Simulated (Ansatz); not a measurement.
# BF3: the cost of one run

Program: Ansatz 0.2.0, Gaussian basis. Level of theory: PBE0-D4/def2-TZVP structures, single points in def2-TZVPP, no counterpoise correction. These are calculated values, not measurements.

Levels: SPW92, PBE-D4, BLYP-D4, r2SCAN-D4, B97M-V, PBE0-D4, B3LYP-D4, r2SCAN0-D4, BHLYP-D4, CAM-B3LYP-D4, wB97X-V, wB97M-V, B2PLYP, PBE-QIDH, RPA on PBE, Hartree-Fock, MP2, CCSD, CCSD(T).

Cores are frozen in the correlated methods. Filled d shells of the heavier atoms are correlated. B3LYP uses VWN-RPA correlation. B2PLYP carries no dispersion term here.

94 further runs of the same task are left out: 94 set aside as unsound or not needed.

**1. The starting structure**

The complex: 6 atoms, charge 0, spin multiplicity 1.

Atoms are counted from 1 here; the program's logs count them from 0.

Bond lengths: B1–F2 1.315 Å, B1–F3 1.312 Å, B1–F4 1.312 Å, H5–Br6 1.422 Å. Angles: F2–B1–F3 119.9°, F2–B1–F4 119.9°, F3–B1–F4 120.1°.

Geometry (Å):

```
B    -0.9286    0.1047   -0.5612
F    -0.8210    1.2049    0.1508
F    -1.5825   -0.9249   -0.0787
F    -0.4435    0.0642   -1.7792
H     1.8851    0.3906    1.4907
Br    1.8903   -0.8395    0.7777
```

Its parts: BF₃ holds atoms 1, 2, 3, 4; HBr holds atoms 5, 6. Each part counts its atoms afresh in its own runs.

**2. Relaxing BF₃ alone**

Contents of relax-a/in.yaml:

```yaml
crystal:
  periodic: [false, false, false]
  atoms:
    - {symbol: B, position_ang: [-0.928571, 0.104675, -0.561241]}
    - {symbol: F, position_ang: [-0.821008, 1.204905, 0.150760]}
    - {symbol: F, position_ang: [-1.582457, -0.924894, -0.078747]}
    - {symbol: F, position_ang: [-0.443461, 0.064174, -1.779193]}
basis:
  gaussian: {orbitals: def2-TZVP}
hamiltonian: {xc: pbe0, dispersion: d4}
relax: {f_tol: 0.005, max_steps: 200}
```

Command:

```bash
> ansatz run in.yaml --threads 4 --pin off --events-out ev --progress --plain --max-ram 9574MiB
```

**Question.** How long does this run take on 4 threads of Arm Neoverse V2, shared host?

About 2.6 s.
